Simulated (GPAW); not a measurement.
# TaO (P6/mmm) in GPAW: notebook

One crystal, TaO, is run at these levels: PBE+U; tasks: density of states.

All numbers are computed with GPAW 26.7.0; they aren't measurements. Logs are shortened: lines on timing, memory, paths and dates and some standing lists are left out, and cuts for length are marked. The log counts tension as positive stress, the text compression.

### Step 1. Starting point

It takes space group P6/mmm (No. 191, hexagonal). The conventional cell has a = 3.066 Å, b = 3.066 Å, c = 3.855 Å, α = 90.00°, β = 90.00°, γ = 120.00°. Ta (site symmetry 6/mmm) has 2 O at 1.93 Å as nearest neighbours. Around O (site symmetry 6/mmm) lie 2 Ta at 1.93 Å.

The cell was built by a generator and needn't be a form met in nature.

### Step 2. Density of states, PBE+U

File run.py:

```python
import numpy as np
from ase.dft.bandgap import bandgap
from ase.io import read, write
from ase.units import GPa
from gpaw import GPAW, PW

atoms = read('POSCAR')

calc = GPAW(mode=PW(800),
            xc='PBE',
            kpts={'size': (9, 9, 6), 'gamma': True},
            occupations={'name': 'fermi-dirac', 'width': 0.05},
            setups={'Ta': ':d,3.0'},
            nbands=20,
            convergence={'density': 1e-05, 'energy': 1e-05},
            maxiter=150,
            txt='gpaw.txt')
atoms.calc = calc
energy = atoms.get_potential_energy()
forces = atoms.get_forces()
stress = atoms.get_stress()
calc.write('gs.gpw')
write('result.traj', atoms)
print(f'Energy: {energy:.6f} eV')
print('Forces (eV/A):')
print(forces.round(4))
print('Stress (GPa):', (stress / GPa).round(3))
print('Fermi level:', round(calc.get_fermi_level(), 4), 'eV')
print(f'Gap: {bandgap(calc)[0]:.4f} eV, direct: {bandgap(calc, direct=True)[0]:.4f} eV')

dense = calc.fixed_density(kpts={'size': (13, 13, 9), 'gamma': True}, update_fermi_level=True,
                           nbands=31, convergence={'bands': 'CBM+6.0', 'eigenstates': 1e-6}, txt='dos.txt')
ef = dense.get_fermi_level()
dos = dense.dos(shift_fermi_level=False)
energies = np.linspace(ef - 14, ef + 6, 401)
spins = [None]
columns = [energies] + [dos.raw_dos(energies, spin=s, width=0.2) for s in spins]
for symbol, l in [('O', 0), ('O', 1), ('Ta', 0), ('Ta', 1), ('Ta', 2)]:
    for s in spins:
        columns.append(sum(dos.raw_pdos(energies, a=a.index, l=l, spin=s, width=0.2)
                           for a in atoms if a.symbol == symbol))
np.savetxt('dos.dat', np.array(columns).T, fmt='%.4f')
print('Fermi level on the dense mesh:', round(ef, 4), 'eV')
```

File POSCAR:

```
TaO
1.0
    3.0661116177      0.0000000000      0.0000000000
   -1.5330558089      2.6553305518      0.0000000000
    0.0000000000      0.0000000000      3.8550200000
Ta O
1 1
Direct
    0.0000000000      0.0000000000      0.5000000000
    0.0000000000      0.0000000000      0.0000000000
```

Potentials or basis: GPAW PAW data sets (gpaw-data 1.2.1), pw.

Command:

```console
$ OMP_NUM_THREADS=1 python run.py
```

gpaw.txt:

```text
__  _  _
 | _ |_)|_||  |
 |__||  | ||/\| - 26.7.0

Input parameters:
  mode=PW(ecut=800.0),
  convergence={'density': 1e-05, 'energy': 1e-05},
  kpts=MonkhorstPack(size=(9, 9, 6), gamma=True),
  maxiter=150,
  nbands=20,
  occupations=Occupations(name='fermi-dirac', width=0.05),
  setups={'Ta': ':d,3.0'},
  xc=XC(name='PBE')

Diagonalizing LCAO Hamiltonian
Converting LCAO to pw mode

       Ta

       O

Atoms  # Å, Bohr magnetons
|   | symbol |        x |        y |        z |    initial magnetic moments |
|---|--------|----------|----------|----------|-----------------------------|
| 0 |     Ta | 0.000000 | 0.000000 | 1.927510 | ( 0.0000,  0.0000,  0.0000) |
| 1 |      O | 0.000000 | 0.000000 | 0.000000 | ( 0.0000,  0.0000,  0.0000) |

Unit cell  # Å
| periodic |         x |        y |        z |  lengths |     angles |
|----------|-----------|----------|----------|----------|------------|
|      yes |  3.066112 | 0.000000 | 0.000000 | 3.066112 |  90.000000 |
|      yes | -1.533056 | 2.655331 | 0.000000 | 3.066112 |  90.000000 |
|      yes |  0.000000 | 0.000000 | 3.855020 | 3.855020 | 120.000000 |

Number of symmetries: 24
Symmetry operations  # r_c * U_cc + t_c -> r_c
|    | kind |            matrix            |
|----|------|------------------------------|
|  0 |  σ   |  1, 1, 0,  0,-1, 0,  0, 0, 1 |
|  1 |  C2  |  1, 1, 0,  0,-1, 0,  0, 0,-1 |
|  2 |  C6  |  1, 1, 0, -1, 0, 0,  0, 0, 1 |
|  3 |  S6  |  1, 1, 0, -1, 0, 0,  0, 0,-1 |
|  4 |  E   |  1, 0, 0,  0, 1, 0,  0, 0, 1 |
|  5 |  σ   |  1, 0, 0,  0, 1, 0,  0, 0,-1 |
|  6 |  σ   |  1, 0, 0, -1,-1, 0,  0, 0, 1 |
|  7 |  C2  |  1, 0, 0, -1,-1, 0,  0, 0,-1 |
|  8 |  σ   |  0, 1, 0,  1, 0, 0,  0, 0, 1 |
|  9 |  C2  |  0, 1, 0,  1, 0, 0,  0, 0,-1 |
| 10 |  C3  |  0, 1, 0, -1,-1, 0,  0, 0, 1 |
| 11 |  S3  |  0, 1, 0, -1,-1, 0,  0, 0,-1 |
| 12 |  C6  |  0,-1, 0,  1, 1, 0,  0, 0, 1 |
| 13 |  S6  |  0,-1, 0,  1, 1, 0,  0, 0,-1 |
| 14 |  σ   |  0,-1, 0, -1, 0, 0,  0, 0, 1 |
| 15 |  C2  |  0,-1, 0, -1, 0, 0,  0, 0,-1 |
| 16 |  σ   | -1, 0, 0,  1, 1, 0,  0, 0, 1 |
| 17 |  C2  | -1, 0, 0,  1, 1, 0,  0, 0,-1 |
| 18 |  C2  | -1, 0, 0,  0,-1, 0,  0, 0, 1 |
| 19 |  i   | -1, 0, 0,  0,-1, 0,  0, 0,-1 |
| 20 |  C3  | -1,-1, 0,  1, 0, 0,  0, 0, 1 |
| 21 |  S3  | -1,-1, 0,  1, 0, 0,  0, 0,-1 |
| 22 |  σ   | -1,-1, 0,  0, 1, 0,  0, 0, 1 |
| 23 |  C2  | -1,-1, 0,  0, 1, 0,  0, 0,-1 |

BZ-sampling:
  Number of BZ points: 486
  Number of IBZ points: 48

  Monkhorst-Pack size: [9, 9, 6]
  Monkhorst-Pack shift: [0.0, 0.0, 0.08333333333333333]

K-points  # in reciprocal-cell coordinates
|     |                                coordinates |     weight |
|-----|--------------------------------------------|------------|
|   0 | (  0.00000000,   0.00000000,   0.00000000) | 0.00205761 |
|   1 | (  0.00000000,   0.00000000,   0.16666667) | 0.00411523 |
|   2 | (  0.00000000,   0.00000000,   0.33333333) | 0.00411523 |
|   3 | (  0.00000000,   0.00000000,   0.50000000) | 0.00205761 |
|   4 | (  0.11111111,   0.00000000,   0.00000000) | 0.01234568 |
|   5 | (  0.11111111,   0.00000000,   0.16666667) | 0.02469136 |
|   6 | (  0.11111111,   0.00000000,   0.33333333) | 0.02469136 |
|   7 | (  0.11111111,   0.00000000,   0.50000000) | 0.01234568 |
|   8 | (  0.22222222,  -0.11111111,   0.00000000) | 0.01234568 |
|   9 | (  0.22222222,  -0.11111111,   0.16666667) | 0.02469136 |
| ... |                                            |            |
|  47 | (  0.44444444,   0.44444444,   0.50000000) | 0.01234568 |

Plane wave coefficients: 1656
Cutoff: 800.0 eV

Spin-components: 1 (collinear spins)
Bands:           20
Projectors:      11
Spin-degeneracy: 2
Datatype:        complex128

Parallelization:
  kpt:    1
  domain: 1
  band:   1

Density:
  Valence electrons: 19.0
  Components: 1
  Grid points: [21 21 27]
  Charge: 0.0  # |e|

Potential:
  Grid points: [21 21 27]

species:
  Ta:
    name:    Tantalum
    Z:       73.0
    valence: 13
    core:    60
    charge:  0.0  # [|e|]
    Hubbard: {U: 3.0,  # eV
              l: 2,
              scale: True}
    compensation charges:
      type: gauss
      rc: 0.42  # [Å]
      lmax: 2
    cutoffs:
      filter: 2.36  # [Å]
      core: 3.45  # [Å]
    projectors
    | kind |    occ | energy [eV] | rcut [Å] |
    |------|--------|-------------|----------|
    |   5s |  2.000 |     -72.790 |    1.365 |
    |   6s |  2.000 |      -5.429 |    1.365 |
    |   5p |  6.000 |     -39.427 |    1.349 |
    |   6p |  0.000 |      -1.396 |    1.349 |
    |   5d |  3.000 |      -3.603 |    1.307 |
    |    d |        |      23.609 |    1.307 |

    Using partial waves for Ta as LCAO basis

  O:
    name:    Oxygen
    Z:       8.0
    valence: 6
    core:    2
    charge:  0.0  # [|e|]
    compensation charges:
      type: gauss
      rc: 0.21  # [Å]
      lmax: 2
    cutoffs:
      filter: 1.17  # [Å]
      core: 0.83  # [Å]
    projectors
    | kind |    occ | energy [eV] | rcut [Å] |
    |------|--------|-------------|----------|
    |   2s |  2.000 |     -23.961 |    0.688 |
    |   2p |  4.000 |      -9.029 |    0.598 |
    |    s |        |       3.251 |    0.688 |
    |    p |        |      18.182 |    0.598 |
    |    d |        |       0.000 |    0.619 |

    Using partial waves for O as LCAO basis

Reference energy: -426213.293702  # eV

eigensolver:
  PPCG
  Converge bands: occupied
  niter=2

density mixing:
  MSR1-Mixer
  Pratt-step length: 0.05
  Maximum mixing coefficient: 0.75
  Old densities: 10
  SVD Regularization: 0.005
  Good broyden scale: 1.0
  Trust region scale: 1.0
  Backstep threshold: 4.0
  History deletion threshold: 6.0
  Fourier metric: weight=20.0, sigma=0.015

occupation numbers:
  Fermi-Dirac:
    width: 0.0500  # eV

poisson solver:
  ecut: 6400.0  # eV

xc functional:
  name: PBE with 2 nearest neighbor stencil

convergence criteria:
- Maximum integral of absolute [dens]ity change: 1e-05 electrons / valence electron
- Maximum [total energy] change in last 3 cyles: 1e-05 eV / valence electron
- Maximum integral of absolute [eigenst]ate change: 4e-08 eV^2 / valence electron
maximum number of iterations: 150

SCF iterations
|iter     | |      energy | eigst |  dens |
|---------|-|-------------|-------|-------|
|iter:   1| |  -16.571339 | +0.14 |       |
|iter:   2| |  -15.948912 | -2.19 | -0.93 |
|iter:   3| |  -14.710693 | -1.30 | -0.99 |
|iter:   4| |  -14.730168 | -2.75 | -1.50 |
|iter:   5| |  -14.767250 | -2.94 | -1.70 |
|iter:   6| |  -14.768246 | -4.31 | -2.46 |
|iter:   7| |  -14.768613 | -4.95 | -2.73 |
|iter:   8| |  -14.768643 | -5.82 | -3.25 |
|iter:   9| |  -14.768632c| -6.86 | -3.89 |
|iter:  10| |  -14.768632c| -8.38c| -4.40 |
|iter:  11| |  -14.768631c| -7.99c| -5.14c|

Converged in 11 steps
Energy contributions relative to reference atoms: (reference = -426213.293702)

Energy contributions:
  Kinetic:          13.968350
  Coulomb:         -17.541165
  Zero:              0.126375
  External:          0.000000
  Xc:              -11.313411
  Entropy:          -0.017562
  Spinorbit:         0.000000
  ----------------------------
  Free energy:     -14.777413
  Extrapolated:    -14.768631

dipole moment: (-9.835282, -17.035208, -10.809837)  # |e|*Ang

Fermi level: 8.061
Eigenvalues  # (at kpt = [0.000, 0.000, 0.000])
| band index |      eig [eV] | occ [0-2] |
|------------|---------------|-----------|
|          0 |       -60.761 |     2.000 |
|          1 |       -27.756 |     2.000 |
|          2 |       -27.019 |     2.000 |
|          3 |       -27.019 |     2.000 |
|          4 |       -11.546 |     2.000 |
|          5 |         2.387 |     2.000 |
[... 9 lines left out ...]
|         15 |        19.128 |     0.000 |
|         16 |        20.222 |     0.000 |
|        ... |               |           |
|         19 |        29.320 |     0.000 |

No gap
No difference between direct/indirect transitions

Forces  # eV/Ang
|        x |       y |       z |
|----------|---------|---------|
|  0.00000 | 0.00000 | 0.00000 |  # Ta   0
| -0.00000 | 0.00000 | 0.00000 |  # O    1

Stress tensor  # eV/Ang^3
|         x |         y |         z |
|-----------|-----------|-----------|
| -0.024354 | -0.000000 |  0.000000 |
| -0.000000 | -0.024354 |  0.000000 |
|  0.000000 |  0.000000 | -0.059012 |

# Writing to gs.gpw (mode='')
```

stdout:

```text
Energy: -14.768631 eV
Forces (eV/A):
[[ 0.  0.  0.]
 [-0.  0.  0.]]
Stress (GPa): [-3.902 -3.902 -9.455  0.     0.    -0.   ]
Fermi level: 8.0611 eV
Gap: 0.0000 eV, direct: 0.0000 eV
Fermi level on the dense mesh: 7.9367 eV
```

Wall time 64 s (1 thread of Arm Neoverse V2, shared host); peak memory 0.32 GiB.

What came out:

```yaml
Free_energy: -14.7774 eV
Pressure: 5.8 GPa
Band_gap_on_the_k_mesh: none (metal or under the smearing width)
Density_of_states_at_the_Fermi_level: 1.57 states/eV per cell
```

Stress tensor (GPa, compression positive):
```
3.90 0.00 0.00
0.00 3.90 0.00
0.00 0.00 9.45
```

Levels at points of the mesh, in eV from the Fermi level:
```
           k point  band 6  band 7  band 8  band 9  band 10  band 11  band 12  band 13
(0.00, 0.00, 0.00)   -5.67   -3.77   -2.51   -2.51     0.37     0.37     3.87     3.87
(0.00, 0.00, 0.50)   -8.05   -5.31   -3.38   -3.38     0.46     0.46     3.71     6.14
```

States per cell in windows of 0.5 eV (zero at the Fermi level; states under -8 eV left out):
```tsv
from (eV)	total
-8.0	0.13
-7.5	0.31
-7.0	0.26
-6.5	0.20
-6.0	0.38
-5.5	0.99
-5.0	1.03
-4.5	0.52
-4.0	1.09
-3.5	1.12
-3.0	0.99
-2.5	0.46
-2.0	0.18
-1.5	0.26
-1.0	0.39
-0.5	0.64
0.0	0.64
0.5	0.43
1.0	0.43
1.5	0.41
2.0	0.47
2.5	0.51
3.0	0.71
3.5	0.87
4.0	0.75
4.5	0.43
5.0	0.66
5.5	0.49
```

Caveat: an odd number of electrons without spin polarisation forces a metal; a magnetic or distorted state may lie lower; U without spin polarisation on a metal has little footing. Spin-orbit coupling is left out, which matters for the levels of Ta.

### Step 3. Density of states, PBE+U

run.py: that of step 2 with these lines changed.

```diff
@@ -12,3 +12,3 @@
             occupations={'name': 'fermi-dirac', 'width': 0.05},
-            setups={'Ta': ':d,3.0'},
+            setups={'Ta': ':d,4.0'},
             nbands=20,
```

POSCAR is that of step 2.

Potentials or basis: GPAW PAW data sets (gpaw-data 1.2.1), pw.

Command:

```console
$ OMP_NUM_THREADS=1 python run.py
```

It took 67 s on 1 thread of Arm Neoverse V2, shared host; peak memory 0.32 GiB.

The run converged. Its results:

```yaml
Free_energy: -13.8234 eV
Pressure: 7.6 GPa
Band_gap_on_the_k_mesh: none (metal or under the smearing width)
Density_of_states_at_the_Fermi_level: 1.39 states/eV per cell
```

Stress tensor (GPa, compression positive):
```
 5.44  0.00  0.00
 0.00  5.44  0.00
 0.00  0.00 12.05
```

Levels at points of the mesh, in eV from the Fermi level:
```csv
k point,band 7,band 8,band 9,band 10,band 11,band 12
"(0.00, 0.00, 0.00)",-3.78,-2.47,-2.47,0.35,0.35,4.30
"(0.00, 0.00, 0.50)",-5.37,-3.28,-3.28,0.45,0.45,3.67
```

States per cell in windows of 0.5 eV (zero at the Fermi level; states under -8 eV left out):
```tsv
from (eV)	total
-8.0	0.14
-7.5	0.31
-7.0	0.27
-6.5	0.18
-6.0	0.31
-5.5	1.01
-5.0	1.05
-4.5	0.50
-4.0	1.02
-3.5	1.19
-3.0	1.02
-2.5	0.50
-2.0	0.18
-1.5	0.26
-1.0	0.39
-0.5	0.63
0.0	0.57
0.5	0.49
1.0	0.37
1.5	0.45
2.0	0.36
2.5	0.52
3.0	0.56
3.5	0.82
4.0	0.89
4.5	0.49
```

Caveat: an odd number of electrons without spin polarisation forces a metal; a magnetic or distorted state may lie lower; U without spin polarisation on a metal has little footing. Spin-orbit coupling is left out, which matters for the levels of Ta.

### Step 4. Density of states, PBE+U

run.py: that of step 3 with these lines changed.

```diff
@@ -12,3 +12,3 @@
             occupations={'name': 'fermi-dirac', 'width': 0.05},
-            setups={'Ta': ':d,4.0'},
+            setups={'Ta': ':d,5.0'},
             nbands=20,
```

POSCAR is that of step 3.

Command:

```console
$ OMP_NUM_THREADS=1 python run.py
```

Wall time 66 s (1 thread of Arm Neoverse V2, shared host); peak memory 0.32 GiB.

It converged, with:

| Quantity | Value |
| --- | --- |
| Free energy | -12.8884 eV |
| Pressure | 9.1 GPa |
| Band gap on the k mesh | none (metal or under the smearing width) |
| Density of states at the Fermi level | 1.33 states/eV per cell |

Stress tensor (GPa, compression positive):
```
 6.30  0.00  0.00
 0.00  6.30  0.00
 0.00  0.00 14.56
```

Levels at points of the mesh, in eV from the Fermi level:
| k point | band 5 | band 6 | band 7 | band 8 | band 9 | band 10 | band 11 | band 12 | band 13 | band 14 |
| --- | --- | --- | --- | --- | --- | --- | --- | --- | --- | --- |
| (0.00, 0.00, 0.00) | -19.53 | -5.81 | -3.76 | -2.40 | -2.40 | 0.38 | 0.38 | 4.74 | 4.74 | 6.31 |
| (0.00, 0.00, 0.50) | -18.00 | -8.07 | -5.44 | -3.16 | -3.16 | 0.47 | 0.47 | 3.66 | 6.96 | 6.96 |

States per cell in windows of 1 eV (zero at the Fermi level; states under -8 eV left out):
| from (eV) | total |
| --- | --- |
| -8.0 | 0.45 |
| -7.0 | 0.44 |
| -6.0 | 1.23 |
| -5.0 | 1.57 |
| -4.0 | 2.19 |
| -3.0 | 1.62 |
| -2.0 | 0.44 |
| -1.0 | 1.03 |
| 0.0 | 0.94 |
| 1.0 | 0.82 |
| 2.0 | 0.83 |
| 3.0 | 1.05 |
| 4.0 | 1.58 |
| 5.0 | 1.24 |

Caveat: an odd number of electrons without spin polarisation forces a metal; a magnetic or distorted state may lie lower; U without spin polarisation on a metal has little footing.

### Step 5. Density of states, PBE+U

run.py: that of step 4 with these lines changed.

```diff
@@ -12,3 +12,3 @@
             occupations={'name': 'fermi-dirac', 'width': 0.05},
-            setups={'Ta': ':d,5.0'},
+            setups={'Ta': ':d,6.0'},
             nbands=20,
```

POSCAR is that of step 4.

Command:

```console
$ OMP_NUM_THREADS=1 python run.py
```

Run time: 66 s. Hardware: 1 thread of Arm Neoverse V2, shared host; peak memory 0.32 GiB.

The run converged. Its results:

```
Free energy                          : -11.9684 eV
Pressure                             : 10.5 GPa
Band gap on the k mesh               : none (metal or under the smearing width)
Density of states at the Fermi level : 1.27 states/eV per cell
```

Stress tensor (GPa, compression positive):
```
 7.22  0.00  0.00
 0.00  7.22  0.00
 0.00  0.00 17.00
```

Levels at points of the mesh, in eV from the Fermi level:
| k point | band 7 | band 8 | band 9 | band 10 | band 11 | band 12 |
| --- | --- | --- | --- | --- | --- | --- |
| (0.00, 0.00, 0.00) | -3.74 | -2.34 | -2.34 | 0.41 | 0.42 | 5.18 |
| (0.00, 0.00, 0.50) | -5.51 | -3.05 | -3.05 | 0.51 | 0.51 | 3.64 |

States per cell in windows of 1 eV (zero at the Fermi level; states under -8 eV left out):
```tsv
from (eV)	total
-8.0	0.45
-7.0	0.44
-6.0	1.15
-5.0	1.59
-4.0	2.15
-3.0	1.71
-2.0	0.44
-1.0	1.03
0.0	0.84
1.0	0.78
2.0	0.77
3.0	0.93
4.0	1.62
5.0	1.31
```

Caveat: an odd number of electrons without spin polarisation forces a metal; a magnetic or distorted state may lie lower; U without spin polarisation on a metal has little footing.

### Step 6. The runs side by side

```tsv
U	gap on the mesh (eV)	pressure (GPa)
Ta d U = 3 eV	none	5.8
Ta d U = 4 eV	none	7.6
Ta d U = 5 eV	none	9.1
Ta d U = 6 eV	none	10.5
```

Alike in all rows: task density of states; level PBE+U; potentials or basis GPAW PAW data sets (gpaw-data 1.2.1), pw; no spin polarisation; cell as given; k mesh 9 × 9 × 6; cutoff (eV) 800; smearing fermi-dirac 0.05 eV.

Every run on the cell as given and a fine mesh finds a metal.

Caveats: an odd number of electrons without spin polarisation forces a metal; a magnetic or distorted state may lie lower; U without spin polarisation on a metal has little footing.

Total energies depend on the potentials used, so only differences within one code and one set of settings carry meaning.
